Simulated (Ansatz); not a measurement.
Working through a rigid scan of one bond length of CH₄ClGeI, SMILES [Cl][GeH2][CH2]I

Program: Ansatz 0.2.0 through its Python package.

Input file `ch4clgei.xyz`:
```text
8

Cl   -2.56320    0.39630    0.35130
Ge   -0.55390    0.70730   -0.26540
C     0.46430   -0.81910    0.30460
I     2.60160   -0.54770   -0.27870
H     0.01790    1.99180    0.36650
H    -0.47400    0.84490   -1.80940
H     0.46900   -0.90420    1.42710
H     0.13040   -1.72630   -0.15180
```

Typed at the interpreter:
```pycon
>>> import ansatz as az
>>> import numpy as np
>>> geometry = az.Crystal.molecule_from_extxyz("ch4clgei.xyz")
>>> symbols = [site.symbol for site in geometry.cartesian_sites]
>>> start = np.array([site.position_ang for site in geometry.cartesian_sites])
>>> axis = (start[4] - start[1]) / np.linalg.norm(start[4] - start[1])
>>> moving = [4]
>>> lengths, energies = [1.357, 1.418, 1.48, 1.541, 1.603, 1.665, 1.726, 1.819], []
>>> for length in lengths:
...     xyz = start.copy()
...     xyz[moving] += (length - np.linalg.norm(start[4] - start[1])) * axis
...     point = az.Crystal.molecule()
...     for symbol, place in zip(symbols, xyz):
...         point = point.atom(symbol, place.tolist())
...     model = (
...         point.calculation()
...         .basis(gaussian="def2-SVP")
...         .correlation("MP2")
...     )
...     r = model.run(threads=1).report
...     energies.append(r["free_energy_ev"])
...     print(f"r = {length:6.3f} A  E = {energies[-1]:.5f} eV  <S^2> = {abs(r['mean_field']['state']['spin_squared']):.3f}")
...
r =  1.357 A  E = -78149.12509 eV  <S^2> = 0.000
r =  1.418 A  E = -78149.33506 eV  <S^2> = 0.000
r =  1.480 A  E = -78149.43687 eV  <S^2> = 0.000
r =  1.541 A  E = -78149.45223 eV  <S^2> = 0.000
r =  1.603 A  E = -78149.40182 eV  <S^2> = 0.000
r =  1.665 A  E = -78149.30087 eV  <S^2> = 0.000
r =  1.726 A  E = -78149.16457 eV  <S^2> = 0.000
r =  1.819 A  E = -78148.90739 eV  <S^2> = 0.000
>>> fit = np.polynomial.Polynomial.fit(lengths, np.array(energies) - min(energies), 4).convert()
>>> roots = [r.real for r in fit.deriv().roots() if abs(r.imag) < 1e-9 and fit.deriv(2)(r.real) > 0]
>>> r_e = min(roots, key=lambda r: abs(r - lengths[int(np.argmin(energies))]))
>>> print(f"minimum of the fit at {r_e:.4f} A, force constant {fit.deriv(2)(r_e):.2f} eV/A^2")
minimum of the fit at 1.5228 A, force constant 18.83 eV/A^2
```

Notes:
- Total energies depend on the basis set; only differences at equal settings carry meaning.
- The rest of the molecule is held rigid at a force-field or estimated start geometry, and the basis set is modest; single-reference methods fail as a bond breaks.
- def2 sets replace the cores of elements past krypton by effective core potentials.
- The orbitals are restricted, so S² is zero by construction.
- S² is that of the Hartree-Fock reference.
- By the engine's processor time: 29 s on 1 thread of Intel(R) Xeon(R) Processor @ 2.30GHz (shared host), peak memory 0.36 GiB.
